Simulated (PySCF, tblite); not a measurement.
**C5H5F2O2P: geometry, infrared bands and NMR shifts**

Aim: predict the infrared bands and NMR shifts of C5H5F2O2P (`COC1=CC(F)=C(F)[P@@H]1=O`).

Computed with tblite 0.8.0 and PySCF 2.14.0, with density-fitted response routines of our own, on a single molecule in the gas phase. Atoms are numbered from 0 throughout.

## (1) Starting geometry

15 atoms, charge 0, multiplicity 1; geometry from: force field or distance geometry start.

Bonds of the start (Å): C0–O1 1.42, O1–C2 1.36, C2–C3 1.34, C3–C4 1.43, C4–F5 1.34, C4–C6 1.35, C6–F7 1.34, C6–P8 1.77, P8–O9 1.51, P8–C2 1.82, C0–H10 1.08, C0–H11 1.10, C0–H12 1.09, C3–H13 1.09, P8–H14 1.42.

## (2) Relaxing the molecule with GFN2-xTB

Job settings and geometry (Å):

```
{"job": {"kind": "relax", "xc": "GFN2-xTB", "basis": "xTB"}, "charge": 0, "multiplicity": 1}
C      2.146900    -0.776200    -0.977900
O      1.756700    -0.287200     0.300400
C      0.428200    -0.001400     0.407500
C     -0.223200     0.042100     1.577600
C     -1.613400     0.366700     1.454600
F     -2.423700     0.459700     2.513000
C     -2.006100     0.590600     0.186700
F     -3.257800     0.939500    -0.134300
P     -0.679200     0.405600    -0.973400
O     -0.811100    -0.585500    -2.106700
H      3.196600    -1.038400    -0.941400
H      1.571000    -1.678100    -1.236000
H      2.005200     0.004900    -1.727500
H      0.236900    -0.169700     2.541400
H     -0.331300     1.735200    -1.330400
```

Run with:

```sh
> OMP_NUM_THREADS=1 python probes_run.py task.json out
```

This one command runs all jobs of the session in turn.

**Question.** This job is followed by: GFN2-xTB harmonic vibrations, gas phase; GIAO PBE0/pcSseg-1 NMR shielding, non-relativistic, gas phase. Predict these results of the whole session: strongest single infrared mode (GFN2-xTB); zero-point energy (GFN2-xTB); 13C shifts against TMS (PBE0/pcSseg-1); 1H shifts against TMS (PBE0/pcSseg-1, means over atoms taken as alike); 17O shifts against H2O (PBE0/pcSseg-1); 19F shifts against CFCl3 (PBE0/pcSseg-1); 31P shifts against H3PO4 (PBE0/pcSseg-1).

As calculated:

| quantity | value |
| --- | --- |
| strongest single infrared mode (GFN2-xTB) | 1306 cm⁻¹, 321 km/mol |
| zero-point energy (GFN2-xTB) | 58.3 kcal/mol |
| 13C shifts against TMS (PBE0/pcSseg-1) | 160.7, 159.2, 141.0, 108.4, 62.7 ppm |
| 1H shifts against TMS (PBE0/pcSseg-1, means over atoms taken as alike) | 7.83, 5.64, 4.22 ppm |
| 17O shifts against H2O (PBE0/pcSseg-1) | 114.3, 66.7 ppm |
| 19F shifts against CFCl3 (PBE0/pcSseg-1) | -130.3, -197.2 ppm |
| 31P shifts against H3PO4 (PBE0/pcSseg-1) | -37.6 ppm |

What this shows: Over 58 steps the energy fell by 0.230 eV; of the close pairs, P8–O9 changed most, 1.511 to 1.459 Å. All 39 modes are real, so the xTB geometry is a minimum. The strongest single mode, at 1306 cm⁻¹, moves mainly O9 and P8. GFN2-xTB is a fitted tight-binding method: band positions and strengths are rough. Its intensities can rank the bands wrongly. At PBE0/pcSseg-1: The largest span, 303 ppm, is at P8, where the paramagnetic term is -609 ppm.
